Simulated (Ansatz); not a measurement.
# La3Hf (Pm-3m) in Ansatz: equation of state

How stiff is La3Hf in PBE, and what volume does it want? The cell is scaled to several volumes.

Everything below comes from runs of Ansatz 0.2.0. Logs are shortened: lines on timing, memory, paths and dates and some standing lists are left out, and cuts for length are marked.

### Step 1. The crystal as given

Symmetry: Pm-3m, No. 221, cubic system. Conventional cell: a = 5.045 Å, b = 5.045 Å, c = 5.045 Å, α = 90.00°, β = 90.00°, γ = 90.00°. Hf (site symmetry m-3m) has 12 La at 3.57 Å as nearest neighbours. La (site symmetry 4/mmm) is surrounded by 4 Hf at 3.57 Å and 8 La at 3.57 Å.

The cell comes from a database or a generator and needn't be the stable form of this composition.

### Step 2. Single point, PBE, 30.18 Å³/atom (volume scaled by 0.94)

The input, input.yaml:

```yaml
crystal:
  lattice:
    - [4.9421412238, 0.0, 0.0]
    - [0.0, 4.9421412238, 0.0]
    - [0.0, 0.0, 4.9421412238]
  atoms:
    - { symbol: Hf, position: [0.0, 0.0, 0.0] }
    - { symbol: La, position: [0.5, 0.5, 0.0] }
    - { symbol: La, position: [0.5, 0.0, 0.5] }
    - { symbol: La, position: [0.0, 0.5, 0.5] }
hamiltonian:
  xc: pbe
  pseudopotentials: { kind: paw }
kpoints:
  mp_grid: { grid: [5, 5, 5] }
scf:
  occupations: { method: fermi_dirac, width: 0.05 }
output:
  forces: true
  stress: true
  eigenvalues: true
```

Potentials or basis: Ansatz PAW.

Run with:

```sh
$ ansatz run input.yaml --threads 2 --pin off --max-ram 5120MiB --backend cpu --events-out ev --progress --plain --runs-dir out
```

What it wrote:

```text
Warning: RAYON_NUM_THREADS=2 ignored (pool sized by the plan → 2); use --threads N
Engine: ansatz 0.2.0, aarch64-unknown-linux-gnu
Pseudopotentials: kind: paw
Pseudopotential: Hf, paw, valence charge 26, recommended cutoff 420 eV (normal), Hf.paw.azcp
Pseudopotential: La, paw, valence charge 11, recommended cutoff 420 eV (normal), La.paw.azcp
Functional definition: PBE
  parameter kappa = 0.804
  parameter beta = 0.06672455060314922
  exchange = pbe_x(kappa = kappa, mu = beta*pi^2/3)
  correlation = pbe_c(beta = beta)
Crystal: 4 atoms, lattice volume = 120.711 Å³
Basis set: ecut = 420 eV, 2373 PW (Γ), exchange–correlation on 72×72×72 points (8 copies of the dense FFT grid, shifted against one another)
Bands: 36, of which v1, the nominal top of the filled ones, is band 30 counted from 1 (29 counted from 0)
Symmetry: 48 space group operations
Space group: Pm-3m (ITA 221), of the structure as read, at distance tolerance 4.9e-5 Å
k-points: 10 of 125
Non-local potential: Hf, projectors of the file, l = 0: 3, l = 1: 2, l = 2: 2, l = 3: 3
Non-local potential: La, projectors of the file, l = 0: 3, l = 1: 2, l = 2: 2, l = 3: 3
PAW form: soft (Blöchl's): semilocal exchange-correlation on the pseudo side does not see the compensation charge
PAW one-centre angular grid: Hf, 590 points (default); XC on 64 Gauss nodes
PAW one-centre angular grid: La, 590 points (default); XC on 64 Gauss nodes
Initial density: superposition of atomic densities (neutral atoms: chi_scale 0, normalization atom), corrected by the library's trained network
Initial wavefunctions: pseudopotential atomic-orbital guess
Functional: x = pbe(κ = 0.804, μ = 0.2195149727645171), c = pbe(β = 0.06672455060314922)
SCF iter   1: F=—  HF=-34470.861396 eV  |F-HF|=—  |Δ(HF+E_count)|=         —  Δρ=5.74e-3  dr2=1.15e-1  ethr=1.77e-3  ⟨swp⟩=7.3  Hψ=1530  notcnv=0
preconditioner: auto → Kerker (q_TF=auto, 2.421 Å⁻¹)  [metal: Δε(μ)=0.069 eV  Ē_g=11.590 eV  σ=0.050 eV  W_gap=0.33  n_scr=26 (ndim 8)  ℏωp=22.7 eV  f_vac=0.000  D(μ)=5.44/eV (n_scr^D=56)]
SCF iter   2: F=—  HF=-34470.847674 eV  |F-HF|=—  |Δ(HF+E_count)|=   1.37e-2  Δρ=3.42e-3  dr2=3.29e-2  ethr=1.95e-4  ⟨swp⟩=2.9  Hψ=770  notcnv=0  defer=2
SCF iter   3: F=—  HF=-34470.842091 eV  |F-HF|=—  |Δ(HF+E_count)|=   5.58e-3  Δρ=1.39e-3  dr2=5.74e-3  ethr=5.58e-5  ⟨swp⟩=2.0  Hψ=538  notcnv=0  defer=2
SCF iter   4: F=—  HF=-34470.840019 eV  |F-HF|=—  |Δ(HF+E_count)|=   2.07e-3  Δρ=6.94e-4  dr2=1.01e-3  ethr=9.73e-6  ⟨swp⟩=2.1  Hψ=678  notcnv=0  defer=2
SCF iter   5: F=—  HF=-34470.839612 eV  |F-HF|=—  |Δ(HF+E_count)|=   4.08e-4  Δρ=1.83e-4  dr2=2.86e-5  ethr=1.71e-6  ⟨swp⟩=2.0  Hψ=617  notcnv=0  defer=2
SCF iter   6: F=—  HF=-34470.839631 eV  |F-HF|=—  |Δ(HF+E_count)|=   1.94e-5  Δρ=4.81e-5  dr2=3.88e-6  ethr=4.85e-8  ⟨swp⟩=2.0  Hψ=628  notcnv=0  defer=2
SCF iter   7: F=-34470.839631 eV  HF=-34470.839631 eV  |F-HF|=2.60e-8  |Δ(HF+E_count)|=   2.78e-7  Δρ=8.78e-6  dr2=8.28e-8  ethr=1.69e-10  ⟨swp⟩=7.5  Hψ=2043  notcnv=0
SCF 1 converged in 7 iterations: F = -34470.839631 eV  dr2 = 8.28e-8
SCF converged after 7 iterations
Free energy (F): -34470.839631 eV
Harris-Foulkes:  -34470.839631 eV  (|F-HF|=2.60e-8)
Internal energy: -34470.792881 eV  (E = F + TS)
E sigma→0 (E₀):  -34470.816256 eV
Entropy (-TS):   -0.046750 eV (-11.687 meV/atom)
Fermi energy:    13.988154 eV
--- Per-component energies (eV) ---
  E_band       = -158.189431
  E_kinetic    = 1010.000535
  E_local      = -7785.506232  (includes V_loc(G=0)·N_el)
  E_nonlocal   = -959.859282
  E_hartree    = 3527.574892
  E_xc         = -720.669552
  E_vxc        = -712.466545  (∫ρ·V_xc dr)
  E_paw        = -23175.334520  (= ΣΔE_a)
  E_vpaw       = 1234.477286  (= ΣTr[D̂ρ^β])
  E_aug_tail   = -0.000002  (compensation charges beyond the density's cutoff)
  E_ewald      = -6366.998720
  E_smearing   = -0.046750  (= −TS)
  E_closure    = -0.000000  (closes the sum)
  Σ components = -34470.839631   (vs F -34470.839631, Δ=0.00e0)
--- Forces (eV/Å), atoms counted from 1 ---
  atom   1  Hf    -0.00000000    -0.00000000    -0.00000000
  atom   2  La     0.00000000    -0.00000000     0.00000000
  atom   3  La     0.00000000    -0.00000000    -0.00000000
  atom   4  La     0.00000000    -0.00000000    -0.00000000
  max |Σ_I F_I| component: 1.21e-29 eV/Å
--- Stress (GPa, compression-positive) ---
        2.633957      -0.000000       0.000000
       -0.000000       2.633957       0.000000
        0.000000       0.000000       2.633957
  P = ⅓ Tr σ = 2.6340 GPa (26.340 kbar)
--- Band table (eV; the first three rows and the last of 10) ---
  k-point 0: bands = ["-48.3945", "-18.5360", "-18.1046", "-18.1046", "-17.0286", "-17.0286", "-17.0286", "-2.9459", "-2.9459", "-2.9459", "-1.8766", "-1.8766", "-1.8766", "-1.3441", "-1.3441", "-1.3441", "1.6257", "1.6257", "1.6257", "1.6294", "1.6294", "1.6294", "1.6295", "9.5916", "11.3401", "11.7303", "11.7303", "12.2094", "12.2094", "12.2094", "15.4391", "15.4391", "15.4391", "15.6634", "15.9168", "15.9168"]
  k-point 1: bands = ["-48.3945", "-18.5041", "-18.1439", "-18.1039", "-17.0284", "-17.0284", "-17.0228", "-2.8718", "-2.8718", "-2.8305", "-1.9202", "-1.9202", "-1.9035", "-1.5455", "-1.4086", "-1.4086", "1.6250", "1.6255", "1.6255", "1.6279", "1.6286", "1.6286", "1.6294", "10.0217", "11.7462", "11.9636", "12.1197", "12.3881", "12.5861", "12.5861", "14.6689", "15.5406", "15.5840", "15.5840", "15.7809", "15.7809"]
  k-point 2: bands = ["-48.3945", "-18.4299", "-18.2297", "-18.1026", "-17.0280", "-17.0280", "-17.0137", "-2.7149", "-2.7149", "-2.5003", "-2.0388", "-2.0388", "-2.0092", "-1.9464", "-1.5009", "-1.5009", "1.6240", "1.6250", "1.6250", "1.6257", "1.6276", "1.6276", "1.6293", "11.0438", "12.1984", "12.6772", "12.8998", "12.9495", "13.5929", "13.5929", "13.7340", "14.6824", "14.9535", "14.9535", "15.4804", "15.8710"]
  k-point 9: bands = ["-48.3945", "-18.2774", "-18.2333", "-18.2333", "-17.0301", "-17.0301", "-17.0272", "-3.4381", "-2.7488", "-2.7246", "-2.7246", "-1.5432", "-1.5432", "-1.3765", "-1.3632", "-1.3632", "1.6240", "1.6240", "1.6241", "1.6276", "1.6276", "1.6287", "1.6301", "10.5586", "12.2886", "12.5223", "12.5223", "14.3502", "14.5530", "14.5530", "15.2193", "15.2456", "15.2456", "15.3147", "15.3147", "15.6837"]
```

Run time: 2.7 s. Hardware: 2 threads of Arm Neoverse V1, shared host; peak memory 0.41 GiB.

Results:

```yaml
Free_energy: -34470.8396 eV
Pressure: 2.6 GPa
Band_gap_on_the_k_mesh: none (metal or under the smearing width)
```

### Step 3. Single point, PBE, 30.82 Å³/atom (volume scaled by 0.96)

input.yaml, as its differences from that of step 2:

```diff
@@ -2,5 +2,5 @@
   lattice:
-    - [4.9421412238, 0.0, 0.0]
-    - [0.0, 4.9421412238, 0.0]
-    - [0.0, 0.0, 4.9421412238]
+    - [4.976946182, 0.0, 0.0]
+    - [0.0, 4.976946182, 0.0]
+    - [0.0, 0.0, 4.976946182]
   atoms:
```

Potentials or basis: Ansatz PAW.

Run with:

```sh
$ ansatz run input.yaml --threads 2 --pin off --max-ram 5120MiB --backend cpu --events-out ev --progress --plain --runs-dir out
```

Wall time 2.1 s (2 threads of Arm Neoverse V1, shared host); peak memory 0.42 GiB.

The run converged. Its results:

| Property | Result |
| --- | --- |
| Free energy | -34470.8740 eV |
| Pressure | 1.7 GPa |
| Band gap on the k mesh | none (metal or under the smearing width) |

### Step 4. Single point, PBE, 31.46 Å³/atom (volume scaled by 0.98)

input.yaml, as its differences from that of step 3:

```diff
@@ -2,5 +2,5 @@
   lattice:
-    - [4.976946182, 0.0, 0.0]
-    - [0.0, 4.976946182, 0.0]
-    - [0.0, 0.0, 4.976946182]
+    - [5.0112710334, 0.0, 0.0]
+    - [0.0, 5.0112710334, 0.0]
+    - [0.0, 0.0, 5.0112710334]
   atoms:
```

Run with:

```sh
$ ansatz run input.yaml --threads 2 --pin off --max-ram 5120MiB --backend cpu --events-out ev --progress --plain --runs-dir out
```

Wall time 2.1 s (2 threads of Arm Neoverse V1, shared host); peak memory 0.42 GiB.

The run converged. Its results:

```yaml
Free_energy: -34470.8936 eV
Pressure: 0.8 GPa
Band_gap_on_the_k_mesh: none (metal or under the smearing width)
```

### Step 5. Single point, PBE, 32.10 Å³/atom

input.yaml, as its differences from that of step 4:

```diff
@@ -2,5 +2,5 @@
   lattice:
-    - [5.0112710334, 0.0, 0.0]
-    - [0.0, 5.0112710334, 0.0]
-    - [0.0, 0.0, 5.0112710334]
+    - [5.045132, 0.0, 0.0]
+    - [0.0, 5.045132, 0.0]
+    - [0.0, 0.0, 5.045132]
   atoms:
```

Run with:

```sh
$ ansatz run input.yaml --threads 2 --pin off --max-ram 5120MiB --backend cpu --events-out ev --progress --plain --runs-dir out
```

It took 2.1 s on 2 threads of Arm Neoverse V1, shared host; peak memory 0.42 GiB.

The run converged. Its results:

```yaml
Free_energy: -34470.8996 eV
Pressure: 0.0 GPa
Band_gap_on_the_k_mesh: none (metal or under the smearing width)
```

### Step 6. Single point, PBE, 32.75 Å³/atom (volume scaled by 1.02)

input.yaml, as its differences from that of step 5:

```diff
@@ -2,5 +2,5 @@
   lattice:
-    - [5.045132, 0.0, 0.0]
-    - [0.0, 5.045132, 0.0]
-    - [0.0, 0.0, 5.045132]
+    - [5.0785444439, 0.0, 0.0]
+    - [0.0, 5.0785444439, 0.0]
+    - [0.0, 0.0, 5.0785444439]
   atoms:
```

Potentials or basis: Ansatz PAW.

Run with:

```sh
$ ansatz run input.yaml --threads 2 --pin off --max-ram 5120MiB --backend cpu --events-out ev --progress --plain --runs-dir out
```

Run time: 2.2 s. Hardware: 2 threads of Arm Neoverse V1, shared host; peak memory 0.42 GiB.

It converged, with:

```
Free energy            : -34470.8932 eV
Pressure               : -0.8 GPa
Band gap on the k mesh : none (metal or under the smearing width)
```

### Step 7. Single point, PBE, 33.39 Å³/atom (volume scaled by 1.04)

input.yaml, as its differences from that of step 6:

```diff
@@ -2,5 +2,5 @@
   lattice:
-    - [5.0785444439, 0.0, 0.0]
-    - [0.0, 5.0785444439, 0.0]
-    - [0.0, 0.0, 5.0785444439]
+    - [5.1115229293, 0.0, 0.0]
+    - [0.0, 5.1115229293, 0.0]
+    - [0.0, 0.0, 5.1115229293]
   atoms:
@@ -21 +21,5 @@
   eigenvalues: true
+  write_density: true
+  write_potential: true
+  elf: true
+  volumetric_format: npy
```

Potentials or basis: Ansatz PAW.

Run with:

```sh
$ ansatz run input.yaml --threads 2 --pin off --max-ram 5120MiB --backend cpu --events-out ev --progress --plain --runs-dir out
```

What it wrote:

```text
Warning: RAYON_NUM_THREADS=2 ignored (pool sized by the plan → 2); use --threads N
[... 2 set-up lines as earlier in the session ...]
[... 59 lines left out ...]
--- Stress (GPa, compression-positive) ---
       -1.436967      -0.000000       0.000000
       -0.000000      -1.436967       0.000000
        0.000000       0.000000      -1.436967
  P = ⅓ Tr σ = -1.4370 GPa (-14.370 kbar)
--- Band table (eV; the first three rows and the last of 10) ---
  k-point 0: bands = ["-50.1426", "-20.1604", "-19.8658", "-19.8658", "-18.7444", "-18.7444", "-18.7444", "-4.4002", "-4.4002", "-4.4002", "-3.5791", "-3.5791", "-3.5791", "-3.1779", "-3.1779", "-3.1779", "-0.1224", "-0.1224", "-0.1224", "-0.1184", "-0.1184", "-0.1184", "-0.1154", "8.1650", "10.0566", "10.4994", "10.4994", "10.9701", "10.9701", "10.9701", "13.8600", "13.8600", "13.8600", "14.0586", "14.1978", "14.1978"]
  k-point 1: bands = ["-50.1426", "-20.1377", "-19.8918", "-19.8654", "-18.7443", "-18.7443", "-18.7417", "-4.3415", "-4.3415", "-4.3088", "-3.6100", "-3.6100", "-3.5962", "-3.3261", "-3.2256", "-3.2256", "-0.1228", "-0.1225", "-0.1225", "-0.1193", "-0.1189", "-0.1189", "-0.1155", "8.5466", "10.3960", "10.6841", "10.8359", "11.1340", "11.2811", "11.2811", "13.1950", "13.8333", "13.9786", "13.9786", "14.0542", "14.0542"]
  k-point 2: bands = ["-50.1426", "-20.0849", "-19.9500", "-19.8647", "-18.7441", "-18.7441", "-18.7374", "-4.2182", "-4.2182", "-4.0495", "-3.6959", "-3.6959", "-3.6749", "-3.6236", "-3.2949", "-3.2949", "-0.1234", "-0.1227", "-0.1227", "-0.1205", "-0.1195", "-0.1195", "-0.1156", "9.4620", "10.7201", "11.2346", "11.5511", "11.6016", "12.1199", "12.1199", "12.3609", "13.1073", "13.2894", "13.2894", "13.8681", "14.1891"]
  k-point 9: bands = ["-50.1426", "-19.9829", "-19.9534", "-19.9534", "-18.7453", "-18.7453", "-18.7439", "-4.7801", "-4.2358", "-4.2189", "-4.2189", "-3.3321", "-3.3321", "-3.2005", "-3.1925", "-3.1925", "-0.1233", "-0.1233", "-0.1233", "-0.1195", "-0.1195", "-0.1189", "-0.1151", "9.2507", "10.8429", "11.0642", "11.0642", "12.8927", "13.0576", "13.0576", "13.4593", "13.6365", "13.6365", "13.7248", "13.7248", "13.9545"]
```

rho_z.tsv:

```text
# z_ang	rho[e/angstrom^3]
# format = ansatz-planar-average/11
# lattice	5.111522929	0.000000000	0.000000000
# lattice	0.000000000	5.111522929	0.000000000
# lattice	0.000000000	0.000000000	5.111522929
# sites	4
# site	72	0.000000000	0.000000000	0.000000000
# site	57	2.555761465	2.555761465	0.000000000
# site	57	2.555761465	0.000000000	2.555761465
# site	57	0.000000000	2.555761465	2.555761465
0.000000	1.288506e0
0.141987	1.203973e0
0.283973	9.884876e-1
0.425960	7.276984e-1
0.567947	4.979493e-1
0.709934	3.329555e-1
[... 28 lines left out ...]
4.827549	9.884876e-1
4.969536	1.203973e0
```

Wall time 2.8 s (2 threads of Arm Neoverse V1, shared host); peak memory 0.43 GiB.

Results:

| Quantity | Value |
| --- | --- |
| Free energy | -34470.8755 eV |
| Pressure | -1.4 GPa |
| Band gap on the k mesh | none (metal or under the smearing width) |

### Step 8. Single point, PBE, 34.03 Å³/atom (volume scaled by 1.06)

input.yaml, as its differences from that of step 7:

```diff
@@ -2,5 +2,5 @@
   lattice:
-    - [5.1115229293, 0.0, 0.0]
-    - [0.0, 5.1115229293, 0.0]
-    - [0.0, 0.0, 5.1115229293]
+    - [5.144081278, 0.0, 0.0]
+    - [0.0, 5.144081278, 0.0]
+    - [0.0, 0.0, 5.144081278]
   atoms:
@@ -21,5 +21 @@
   eigenvalues: true
-  write_density: true
-  write_potential: true
-  elf: true
-  volumetric_format: npy
```

Run with:

```sh
$ ansatz run input.yaml --threads 2 --pin off --max-ram 5120MiB --backend cpu --events-out ev --progress --plain --runs-dir out
```

It took 2.2 s on 2 threads of Arm Neoverse V1, shared host; peak memory 0.43 GiB.

The run converged. Its results:

```
Free energy            : -34470.8475 eV
Pressure               : -2.0 GPa
Band gap on the k mesh : none (metal or under the smearing width)
```

### Step 9. Equation of state, PBE

Potentials or basis: Ansatz PAW.

This step only gathers the single runs of the series.

Results:

```yaml
Equilibrium_volume: 32.08 Å³/atom
Bulk_modulus: 39 GPa
Pressure_derivative_of_the_bulk_modulus: 3.6
```

Energy against volume, from the lowest point:
| volume (Å³/atom) | energy (meV/atom) |
| --- | --- |
| 30.178 | 15.00 |
| 30.820 | 6.40 |
| 31.462 | 1.50 |
| 32.104 | 0.00 |
| 32.746 | 1.60 |
| 33.388 | 6.04 |
| 34.030 | 13.04 |
